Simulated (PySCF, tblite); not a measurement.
# C₅H₁₀N₂SeSi: geometry, infrared bands and NMR shifts

Aim: predict the infrared bands and NMR shifts of C₅H₁₀N₂SeSi (`C[Se][SiH2]n1cnc(C)c1`).

Computed with tblite 0.8.0 and PySCF 2.14.0, with density-fitted response routines of our own, on a single molecule in the gas phase. Atoms count from 0, in the outputs and in this text.

## 1. Starting geometry

19 atoms, charge 0, multiplicity 1; geometry from: force field or distance geometry start.

Bonds of the start (Å): C0–Se1 1.95, Se1–Si2 2.30, Si2–N3 1.80, N3–C4 1.34, C4–N5 1.37, N5–C6 1.35, C6–C7 1.48, C6–C8 1.38, C8–N3 1.35, C0–H9 1.10, C0–H10 1.11, C0–H11 1.12, Si2–H12 1.47, Si2–H13 1.45, C4–H14 1.09, C7–H15 1.11, C7–H16 1.12, C7–H17 1.13, C8–H18 1.09.

## 2. Geometry optimisation with GFN2-xTB

Job settings and geometry (Å):

```
{"job": {"kind": "relax", "xc": "GFN2-xTB", "basis": "xTB"}, "charge": 0, "multiplicity": 1}
C      4.066600     1.273100    -0.372400
Se     2.146600     1.334800    -0.042700
Si     1.391200    -0.830700    -0.269200
N     -0.347400    -0.867600     0.208000
C     -0.997400    -1.740600     0.991900
N     -2.308200    -1.352500     1.059200
C     -2.448900    -0.230200     0.324300
C     -3.657300     0.591600     0.086000
C     -1.214600     0.079300    -0.213400
H      4.203200     1.421300    -1.453800
H      4.413800     0.273800    -0.050600
H      4.586800     2.051600     0.236100
H      1.417400    -1.074400    -1.718400
H      2.221600    -1.773100     0.461500
H     -0.574100    -2.610900     1.482500
H     -4.294200     0.206600    -0.733500
H     -3.391500     1.640400    -0.186800
H     -4.244800     0.684500     1.041000
H     -0.978800     0.932300    -0.857000
```

Launch:

```console
$ OMP_NUM_THREADS=1 python probes_run.py task.json out
```

One launch serves the whole session: the jobs run in the order shown.

**Question.** This job is followed by: GFN2-xTB harmonic vibrations, gas phase; GIAO PBE0/pcSseg-1 NMR shielding, non-relativistic, gas phase. What will the session give for the following? strongest single infrared mode (GFN2-xTB); zero-point energy (GFN2-xTB); 13C shifts against TMS (PBE0/pcSseg-1); 1H shifts against TMS (PBE0/pcSseg-1, means over atoms taken as alike); 77Se shifts against Me2Se (PBE0/pcSseg-1); 29Si shifts against TMS (PBE0/pcSseg-1); 15N shifts against NH3 (PBE0/pcSseg-1).

**Answer**, as computed:

| quantity | value |
| --- | --- |
| strongest single infrared mode (GFN2-xTB) | 695 cm⁻¹, 455 km/mol |
| zero-point energy (GFN2-xTB) | 87.9 kcal/mol |
| 13C shifts against TMS (PBE0/pcSseg-1) | 146.1, 142.0, 120.7, 16.1, 5.8 ppm |
| 1H shifts against TMS (PBE0/pcSseg-1, means over atoms taken as alike) | 7.31, 6.41, 5.89, 2.38, 1.97 ppm |
| 77Se shifts against Me2Se (PBE0/pcSseg-1) | -386 ppm |
| 29Si shifts against TMS (PBE0/pcSseg-1) | -19.0 ppm |
| 15N shifts against NH3 (PBE0/pcSseg-1) | 318.9, 171.2 ppm |

Over 130 steps the energy fell by 0.585 eV; of the close pairs, C4–N5 changed most, 1.369 to 1.293 Å. No mode is imaginary among the 51: a minimum at this level. The strongest single mode, at 695 cm⁻¹, moves mainly H12 and H13. Unscaled tight-binding wavenumbers are off by several per cent, some by more. Its intensities can rank the bands wrongly. At PBE0/pcSseg-1: Shielding is most anisotropic at Se1 (span 760 ppm, paramagnetic term -861 ppm). NICS(1)zz of -28 ppm above the planar ring from N3 marks a diatropic (aromatic) ring current. Spin-orbit coupling is left out, which matters for shieldings and couplings at and beside the heavy atoms.
